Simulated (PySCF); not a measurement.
# SiClF2−, an adduct: interaction energy

One table from this session's results is given with a row withheld; the runs are named, their logs left out.

Programs: PySCF 2.14.0. All values are calculated, for the isolated system unless a continuum is named. Atoms count from 0, parts from 1.

## The system as given

4 atoms, charge -1, multiplicity 1; geometry: GFN2-xTB. Parts: 1 = atoms 0–2, `F[Si]F`, charge 0; 2 = atom 3, `[Cl-]`, charge -1. In the given geometry Si1 and Cl3 of different parts are bonded (2.34 Å), so values for the parts refer to these atom groups.

The first run:

What the job is given:

```
{"job": {"xc": "PBE0", "basis": "def2-SVPD", "d3": "d3bj", "grid": 2, "kind": "geom", "shake": 0.01}, "charge": -1, "multiplicity": 1, "parts": [{"atoms": "0-2", "charge": 0, "multiplicity": 1}, {"atoms": "3-3", "charge": -1, "multiplicity": 1}]}
F      0.249413     0.506642     1.008722
Si    -0.556886    -0.703958     0.204569
F      0.415713    -0.531416    -1.127914
Cl     0.657754    -2.438905     1.188808
```

Run with:

```console
$ OMP_NUM_THREADS=1 python cluster_run.py task.json out
```

The driver reads the jobs from task.json and runs them one after another.

Steps of the session up to this table: Relaxing the molecule at PBE0-D3(BJ)/def2-SVPD; Coupled-cluster interaction energy: CCSD(T) and MP2.

One of the session's tables, all rows but one given; the rest of the session is left out.

It belongs to the step «Coupled-cluster interaction energy: CCSD(T) and MP2». 

| method | interaction energy (kcal/mol) |
| --- | --- |
| HF/aug-cc-pVDZ | -37.30 |
| MP2/aug-cc-pVDZ | -37.81 |
| CCSD/aug-cc-pVDZ | -36.45 |
| CCSD(T)/aug-cc-pVDZ | -36.54 |
| HF/aug-cc-pVTZ | -39.82 |
| MP2/aug-cc-pVTZ | -43.11 |
| SCS-MP2/aug-cc-pVTZ | -41.27 |
| MP2, extrapolated | ? |
| CCSD(T), limit estimate | -43.01 |

Estimate the missing values for MP2, extrapolated.

**Answer.** interaction energy (kcal/mol): -44.28. In the column «interaction energy (kcal/mol)» it is the lowest.

At this geometry Si1 and Cl3 of different parts are bonded (2.28 Å), so this energy is that of a chemical bond rather than of a weak contact.

Caveats from the session: The interaction energy leaves out the deformation of the parts, 4.07 kcal/mol (MP2); added to the CCSD(T) estimate it gives a binding of about -38.94 kcal/mol.
